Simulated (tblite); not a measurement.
# C6H11FGeO2: the cost of one run

The runs use tblite 0.8.0 and PySCF 2.14.0, with density-fitted response routines of our own; the level of theory stands in each step. All values are computed, except where a source is named. Atoms count from 0, in the outputs and in this text.

## 1. The starting structure

21 atoms, charge 0, multiplicity 1; geometry from: force field or distance geometry start.

Bonds of the start (Å): C0–O1 1.40, O1–C2 1.42, C2–F3 1.38, C2–C4 1.47, C4–C5 1.56, C5–C6 1.56, C6–C7 1.48, C7–O8 1.40, O8–Ge9 1.79, C5–C2 1.56, C7–C5 1.57, C0–H10 1.12, C0–H11 1.11, C0–H12 1.12, C4–H13 1.11, C4–H14 1.11, C6–H15 1.12, C6–H16 1.10, C7–H17 1.11, Ge9–H18 1.55, Ge9–H19 1.55, Ge9–H20 1.55.

## 2. Optimising the geometry with GFN2-xTB

What the job is given:

```
{"job": {"kind": "relax", "xc": "GFN2-xTB", "basis": "xTB"}, "charge": 0, "multiplicity": 1}
C     -2.542300     1.031800     1.102200
O     -2.505000    -0.367000     1.054800
C     -1.139400    -0.765800     1.096000
F     -0.467500    -0.598300     2.285800
C     -0.943000    -2.110100     0.534900
C     -0.443600    -0.881800    -0.291400
C      1.054300    -1.270100    -0.488300
C      0.742500     0.122700    -0.101300
O      0.812000     1.016000    -1.178000
Ge     2.450300     1.739600    -1.152600
H     -3.616800     1.349000     1.075800
H     -2.049700     1.478100     0.218800
H     -2.110200     1.430500     2.053700
H     -0.232800    -2.727800     1.125900
H     -1.861400    -2.564100     0.106800
H      1.614400    -1.783900     0.339800
H      1.357400    -1.392600    -1.543100
H      1.083100     0.445500     0.900700
H      2.650400     2.555200     0.155400
H      3.524600     0.618100    -1.230100
H      2.613800     2.692000    -2.370400
```

Run with:

```sh
$ OMP_NUM_THREADS=1 python probes_run.py task.json out
```

One launch serves the whole session: the jobs run in the order shown.

**Question.** How long does this first job take on 1 thread of Arm Neoverse N1, shared host, and how much memory does it need?

About 4.2 s, with a peak of 0.18 GiB.
